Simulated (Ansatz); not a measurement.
**GaH₆NOSi: a ladder of functionals and wavefunction methods**

How much do the methods differ for GaH₆NOSi? The plan is to run it at one geometry with functionals of several rungs and with coupled cluster. The yardstick is the atomisation energy at the CCSD(T) limit.

The runs use Ansatz 0.2.0, Gaussian basis; functionals in def2-TZVPP, the program's frozen cores in correlated methods.

The runs, in order: PBE-D4, r2SCAN-D4, PBE0-D4, B3LYP-D4, ωB97X-V, ωB97M-V, B2PLYP; CCSD(T)/def2-TZVPP; MP2/def2-QZVPP; extrapolation to the limit.

## Step 1: The relaxed structure

All runs share one geometry, relaxed beforehand with PBE0-D4 in a triple-zeta def2 set.

SMILES `[NH2][GaH][SiH2]O`, 10 atoms, charge 0, spin multiplicity 1.

Atoms are counted from 1 here; the program's logs count them from 0.

Bond lengths: N1–Ga2 1.818 Å, N1–H5 1.006 Å, N1–H6 1.006 Å, Ga2–Si3 2.405 Å, Ga2–H7 1.567 Å, Si3–O4 1.659 Å, Si3–H8 1.496 Å, Si3–H9 1.496 Å, O4–H10 0.958 Å. Angles: Ga2–N1–H5 124.4°, Ga2–N1–H6 123.9°, H5–N1–H6 111.7°, N1–Ga2–Si3 116.5°, N1–Ga2–H7 115.0°, Si3–Ga2–H7 128.4°, Ga2–Si3–O4 107.3°, Ga2–Si3–H8 111.5°, Ga2–Si3–H9 111.9°, O4–Si3–H8 110.5°, O4–Si3–H9 110.5°, H8–Si3–H9 105.2°, Si3–O4–H10 117.1°.

Coordinates:

```csv
atom,x (Å),y (Å),z (Å)
N1,-0.2629,2.2671,0.4642
Ga2,0.5135,0.6594,0.8092
Si3,-0.3018,-1.2199,-0.4513
O4,0.9996,-2.1964,-0.7775
H5,-0.9722,2.4174,-0.2330
H6,-0.0211,3.1209,0.9388
H7,1.6179,0.6817,1.9200
H8,-1.3467,-1.9769,0.3067
H9,-0.9694,-0.7942,-1.7206
H10,0.8262,-3.0099,-1.2535
```

## Step 2: PBE-D4 (GGA)

File in.yaml:

```yaml
crystal:
  periodic: [false, false, false]
  atoms:
    - {symbol: N, position_ang: [-0.262886, 2.267086, 0.464214]}
    - {symbol: Ga, position_ang: [0.513548, 0.659381, 0.809201]}
    - {symbol: Si, position_ang: [-0.301758, -1.219931, -0.451335]}
    - {symbol: O, position_ang: [0.999599, -2.196383, -0.777530]}
    - {symbol: H, position_ang: [-0.972174, 2.417393, -0.232962]}
    - {symbol: H, position_ang: [-0.021135, 3.120858, 0.938829]}
    - {symbol: H, position_ang: [1.617929, 0.681687, 1.920038]}
    - {symbol: H, position_ang: [-1.346662, -1.976874, 0.306707]}
    - {symbol: H, position_ang: [-0.969418, -0.794169, -1.720619]}
    - {symbol: H, position_ang: [0.826153, -3.009948, -1.253544]}
basis:
  gaussian: {orbitals: def2-TZVPP}
hamiltonian: {xc: pbe, dispersion: d4}
output: {forces: true, orbitals: {seedname: orbitals}}
```

Launch:

```console
> ansatz run in.yaml --threads 4 --pin off --events-out ev --progress --plain --max-ram 10444MiB
```

Further steps of the session: r2SCAN-D4 (meta-GGA); PBE0-D4 (hybrid); B3LYP-D4 (hybrid); ωB97X-V (range-separated); ωB97M-V (range-separated); B2PLYP (double hybrid); CCSD(T) in def2-TZVPP; MP2 in def2-QZVPP.

Before running them: what should the planned runs give, taken together? Wanted: atomisation energy, CCSD(T)/CBS; farthest; mean size of error, hybrid; mean size of error, range-separated; gap, smallest and largest; T1 diagnostic; triples share of the correlation energy.

As calculated:

```
                               quantity                                 value
        atomisation energy, CCSD(T)/CBS                        750.7 kcal/mol
functionals within 7.5 kcal/mol (1.0 %)   PBE-D4, r2SCAN-D4, ωB97X-V, ωB97M-V
                               farthest              PBE0-D4 (-14.9 kcal/mol)
             mean size of error, hybrid                         11.3 kcal/mol
    mean size of error, range-separated                          2.5 kcal/mol
              gap, smallest and largest  4.16 eV (PBE-D4), 10.46 eV (ωB97X-V)
                          T1 diagnostic                                0.0139
triples share of the correlation energy                                 3.6 %
```

**Reading.** PBE-D4 misses by -2.1 kcal/mol. Double hybrids carry the basis error of their MP2 part in triple zeta, and no dispersion term here, so their miss is partly the set-up's. The reference freezes the cores and leaves out relativity and excitations past (T), and its outer-core shells are covered unevenly, so misses under about 7.5 kcal/mol can't be ranked. Hartree-Fock recovers 69 % of the binding; the rest is correlation. The gap grows from 4.2 to 10.5 eV across the functionals, mostly with the share of exact exchange. Correlated methods include outer-core shells of Ga, which these sets cover unevenly.
